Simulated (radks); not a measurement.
**Rb²⁺ in [Ar] 3d10 4s2 4p5: an all-electron calculation**

An exercise on one series of results from a longer session: the logs are not shown, and one member is left open.

Method: Dirac Kohn-Sham, PBE, spin-unpolarised, spherical densities, finite nucleus; open shells fill j = l - 1/2 first. Code: radks (a radial shooting solver on a logarithmic mesh, Libxc functionals) version 1.

## Starting point

* element: rubidium (Z = 37)
* charge: +2
* electrons: 35
* configuration: [Ar] 3d10 4s2 4p5
* nuclear rms radius: 4.2036 fm

Set-up of the first run:

The run's settings:

```text
Z 37
configuration [Ar] 3d10 4s2 4p5
relativity Dirac
functional pbe,pbe
spin unpolarised
j_filling energy
nucleus finite rms 4.2036 fm
c 137.035999084
```

The run is started by

```console
$ python run_ks.py task.json out
```

The same process makes all the runs of this session.

One table of the session follows, with a row left open; its other results are not shown here.

It belongs to the step «Orbitals and density». From the orbitals of this run (lengths in bohr):

```
level     <r>  outermost maximum (interpolated)  90 % within  nodes
1s1/2       ?                                 ?            ?      ?
2s1/2  0.1776                             0.150        0.275      1
2p1/2  0.1523                             0.117        0.249      0
2p3/2  0.1563                             0.121        0.255      0
3s1/2  0.5103                             0.451        0.758      2
3p1/2  0.5115                             0.441        0.779      1
3p3/2  0.5219                             0.449        0.794      1
3d3/2  0.5225                             0.392        0.851      0
3d5/2  0.5263                             0.394        0.857      0
4s1/2   1.423                              1.25         2.09      3
4p1/2   1.617                              1.38         2.41      2
4p3/2   1.648                              1.41         2.46      2
```

Estimate the missing values for 1s1/2.

**Answer.** <r>: 0.04029; outermost maximum (interpolated): 0.0263; 90 % within: 0.0721; nodes: 0. In the column «<r>» it is the lowest.

To keep in mind: Spin polarisation and multiplet splitting are left out.
